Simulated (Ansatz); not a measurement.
# F3GaH2O: basis-set convergence

How large a basis does F3GaH2O need? Two functionals are run in growing sets.

Method: one geometry, several basis sets; program: Ansatz 0.2.0, Gaussian basis.

Levels to be run: PBE0-D4/def2-SVP; ωB97M-V/def2-SVP; PBE0-D4/def2-QZVPP; ωB97M-V/def2-QZVPP; the functionals' def2-TZVPP values are taken from earlier runs.

## (1) The geometry

All runs share one geometry, relaxed beforehand with PBE0-D4 in a triple-zeta def2 set.

SMILES `[OH2+][Ga-]([F])([F])[F]`, 7 atoms, charge 0, spin multiplicity 1.

Atoms are counted from 1 here; the program's logs count them from 0.

Bond lengths: O1–Ga2 2.043 Å, O1–H6 0.966 Å, O1–H7 0.966 Å, Ga2–F3 1.753 Å, Ga2–F4 1.738 Å, Ga2–F5 1.753 Å. Angles: Ga2–O1–H6 108.7°, Ga2–O1–H7 108.6°, H6–O1–H7 107.8°, O1–Ga2–F3 93.7°, O1–Ga2–F4 106.5°, O1–Ga2–F5 93.7°, F3–Ga2–F4 118.2°, F3–Ga2–F5 118.0°, F4–Ga2–F5 118.2°.

## (2) PBE0-D4 in def2-SVP

Contents of in.yaml:

```yaml
crystal:
  periodic: [false, false, false]
  atoms:
    - {symbol: O, position_ang: [-0.917142, 0.631427, 0.382072]}
    - {symbol: Ga, position_ang: [0.496060, -0.591956, -0.441710]}
    - {symbol: F, position_ang: [0.952924, -1.289512, 1.100068]}
    - {symbol: F, position_ang: [-0.333994, -1.602763, -1.586139]}
    - {symbol: F, position_ang: [1.453454, 0.741424, -1.056461]}
    - {symbol: H, position_ang: [-0.925591, 0.494024, 1.338273]}
    - {symbol: H, position_ang: [-0.664410, 1.549355, 0.218297]}
basis:
  gaussian: {orbitals: def2-SVP}
hamiltonian: {xc: pbe0, dispersion: d4}
output: {orbitals: {seedname: orbitals}}
```

Command:

```
ansatz run in.yaml --threads 4 --pin off --events-out ev --progress --plain --max-ram 10444MiB
```

The runs that follow: ωB97M-V in def2-SVP; PBE0-D4 in def2-QZVPP; ωB97M-V in def2-QZVPP.

Q: Predict the results of all the runs planned. Wanted: PBE0-D4: double and triple zeta above quadruple; ωB97M-V: double and triple zeta above quadruple.

**Answer**, as computed:

| quantity | value |
| --- | --- |
| PBE0-D4: double and triple zeta above quadruple | 21.41, 1.80 eV |
| ωB97M-V: double and triple zeta above quadruple | 21.55, 1.72 eV |

**Reading.** PBE0-D4 gains 19.60 eV from double to triple zeta, then 1.80 eV more. Total energies overstate the basis error of differences, where much of it tends to cancel. The LUMO of ωB97M-V is positive and keeps falling with the basis (0.99 to 0.17 eV): an unbound level that the basis holds in place.
